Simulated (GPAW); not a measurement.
**InH3 (SMILES [H][In]([H])[H]) at RPBE-D3(0)/dzp (scalar-relativistic datasets, nve dynamics)**

Aim: a short trajectory of InH3. 

Program for the calculation: GPAW 26.7.0.

5 further runs of the same task are left out: 2 that didn't finish, 3 set aside as unsound or not needed.

### Step 1. The molecule

The species is InH3 (4 atoms), meant as a singlet with charge 0. As SMILES, `[H][In]([H])[H]`. The shape comes from GFN2-xTB, which is rough for such elements, and wasn't checked as a minimum. The run starts from this shape.

Bond lengths: In1–H2 1.719 Å, In1–H3 1.719 Å, In1–H4 1.718 Å. Angles: H2–In1–H3 120.0°, H2–In1–H4 120.1°, H3–In1–H4 119.9°.

### Step 2. Molecular dynamics at RPBE-D3(0)/dzp (scalar-relativistic datasets, nve dynamics)

Contents of gs.xyz:

```xyz
4

In     0.000640    -0.000740    -0.000540
H      1.718930    -0.027790     0.013510
H     -0.834510     1.501400    -0.017780
H     -0.885060    -1.472880     0.004810
```

Contents of run.py:

```python
import numpy as np
from ase import units
from ase.calculators.mixing import SumCalculator
from ase.io import read
from ase.md.velocitydistribution import MaxwellBoltzmannDistribution, Stationary, ZeroRotation
from ase.md.verlet import VelocityVerlet
from dftd3.ase import DFTD3
from gpaw import GPAW
from gpaw.utilities.adjust_cell import adjust_cell

# Atomic positions
mol = read("gs.xyz")
adjust_cell(mol, 4.5, h=0.2)

# Calculator
calc = GPAW(mode="lcao",
            basis="dzp",
            h=0.2,
            xc="RPBE",
            maxiter=100,
            symmetry="off",
            txt="gs.txt")
mol.calc = SumCalculator([DFTD3(method="RPBE", damping="d3zero"), calc])

rng = np.random.default_rng(751)
MaxwellBoltzmannDistribution(mol, temperature_K=500, rng=rng)
Stationary(mol)
ZeroRotation(mol)
dyn = VelocityVerlet(mol, timestep=1.0 * units.fs, trajectory="md.traj", logfile="-")
dyn.run(20)
```

The run is started by

```
$ python run.py
```

Log:

```text
run.py:26: DeprecationWarning: Use thermalize_momenta
  MaxwellBoltzmannDistribution(mol, temperature_K=500, rng=rng)
Time[ps]      Etot[eV]     Epot[eV]     Ekin[eV]    T[K]
0.0000         -10.0333     -10.1918       0.1585   306.5
0.0010         -10.0326     -10.1797       0.1471   284.5
0.0020         -10.0315     -10.1470       0.1156   223.5
0.0030         -10.0305     -10.1106       0.0802   155.0
0.0040         -10.0301     -10.0861       0.0560   108.3
0.0050         -10.0303     -10.0804       0.0501    96.9
0.0060         -10.0309     -10.0904       0.0595   115.0
0.0070         -10.0314     -10.1072       0.0758   146.6
0.0080         -10.0316     -10.1230       0.0914   176.8
0.0090         -10.0318     -10.1329       0.1011   195.5
0.0100         -10.0321     -10.1352       0.1030   199.3
0.0110         -10.0321     -10.1276       0.0955   184.8
0.0120         -10.0322     -10.1103       0.0782   151.2
0.0130         -10.0317     -10.0861       0.0544   105.2
0.0140         -10.0309     -10.0637       0.0328    63.4
0.0150         -10.0303     -10.0557       0.0253    49.0
0.0160         -10.0306     -10.0703       0.0397    76.8
0.0170         -10.0317     -10.1044       0.0727   140.5
0.0180         -10.0330     -10.1420       0.1090   210.8
0.0190         -10.0339     -10.1642       0.1303   252.1
0.0200         -10.0334     -10.1604       0.1270   245.6
```

gs.txt, shortened:

```text
[...]
Number of symmetries: 1
[...]
  Number of IBZ points: 1
[...]
basis functions: 38
Spin-components: 1 (collinear spins)
Bands:           12
[...]
  Valence electrons: 16.0
[...]
  Grid points: [60 60 48]
  Charge: 0.0  # |e|
[...]
    cutoffs:
[...]
occupation numbers:
  # Zero width
[...]
xc functional:
  name: RPBE with 2 nearest neighbor stencil
[...]
|iter     |     time |      energy | eigst |  dens |
[...]
|iter:   1| 00:00:45 |  -10.154718 |      c|       |
[...]
Converged in 6 steps
[...]
dipole moment: (0.024281, -0.042078, -0.059353)  # |e|*Ang
Fermi level: -4.611
[...]
|iter:   6| 00:00:49 |  -10.149597c|      c| -4.19c|
Converged in 6 steps
[...]
Energy contributions relative to reference atoms: (reference = -160022.213936)
Energy contributions:
  Kinetic:          10.250463
  Coulomb:         -10.984399
  Zero:              0.022710
  External:          0.000000
  Xc:               -9.438371
  Entropy:           0.000000
  Spinorbit:         0.000000
  ----------------------------
  Free energy:     -10.149597
  Extrapolated:    -10.149597
dipole moment: (0.043809, -0.026069, -0.054134)  # |e|*Ang
Fermi level: -4.611
Eigenvalues  # (at kpt = [0.000, 0.000, 0.000])
| band index |      eig [eV] | occ [0-2] |
|------------|---------------|-----------|
|          0 |       -19.059 |     2.000 |
|          1 |       -18.845 |     2.000 |
|          2 |       -18.837 |     2.000 |
|          3 |       -18.734 |     2.000 |
|          4 |       -18.695 |     2.000 |
|          5 |       -10.434 |     2.000 |
|          6 |        -7.001 |     2.000 |
|          7 |        -6.736 |     2.000 |
|          8 |        -2.486 |     0.000 |
|          9 |         0.166 |     0.000 |
|         10 |         1.557 |     0.000 |
|         11 |         1.965 |     0.000 |
Gap: 4.250 eV
Transition (v -> c):
[...]
Forces  # eV/Ang
|        x |        y |        z |
|----------|----------|----------|
| -0.64317 | -0.12927 |  0.28117 |  # In   0
|  0.71887 | -0.07758 | -0.07201 |  # H    1
| -0.14830 |  0.26512 | -0.10922 |  # H    2
|  0.06954 | -0.05351 | -0.11308 |  # H    3
Force computation time: 0.094  # s
timing:  # [seconds]
  Total:  48.796  # ━━━━━━━━━━━━━━━━━━━━━━━━━━━━━━━━━━━━━━━━━━━━━━━━━━━━━━━━━
  Init:    2.097  # ━━╸
  SCF:    36.118  # ━━━━━━━━━━━━━━━━━━━━━━━━━━━━━━━━━━━━━━━━━━
  Forces:  1.955  # ━━╸
  Move:    8.512  # ━━━━━━━━━━
```

It took 49 s on 1 thread of Arm Neoverse V2, shared host; peak memory 0.46 GiB.

Step by step:

| step | potential energy change (eV) | largest force (eV/Å) | temperature (K) |
| --- | --- | --- | --- |
| 0 | 0.0000 | 0.3338 | 307 |
| 1 | 0.0121 | 0.7155 | 285 |
| 2 | 0.0447 | 1.2870 | 224 |
| 3 | 0.0811 | 1.6930 | 155 |
| 4 | 0.1057 | 1.8657 | 108 |
| 5 | 0.1114 | 1.8068 | 97 |
| 6 | 0.1014 | 1.5695 | 115 |
| 7 | 0.0845 | 1.2296 | 147 |
| 8 | 0.0687 | 0.9610 | 177 |
| 9 | 0.0589 | 0.7850 | 196 |
| 10 | 0.0566 | 0.6691 | 199 |
| 11 | 0.0641 | 0.8552 | 185 |
| 12 | 0.0814 | 1.1248 | 151 |
| 13 | 0.1057 | 1.5349 | 105 |
| 14 | 0.1280 | 1.8606 | 63 |
| 15 | 0.1361 | 2.0057 | 49 |
| 16 | 0.1214 | 1.8935 | 77 |
| 17 | 0.0874 | 1.5119 | 141 |
| 18 | 0.0498 | 0.9329 | 211 |
| 19 | 0.0275 | 0.4787 | 252 |
| 20 | 0.0314 | 0.7173 | 246 |
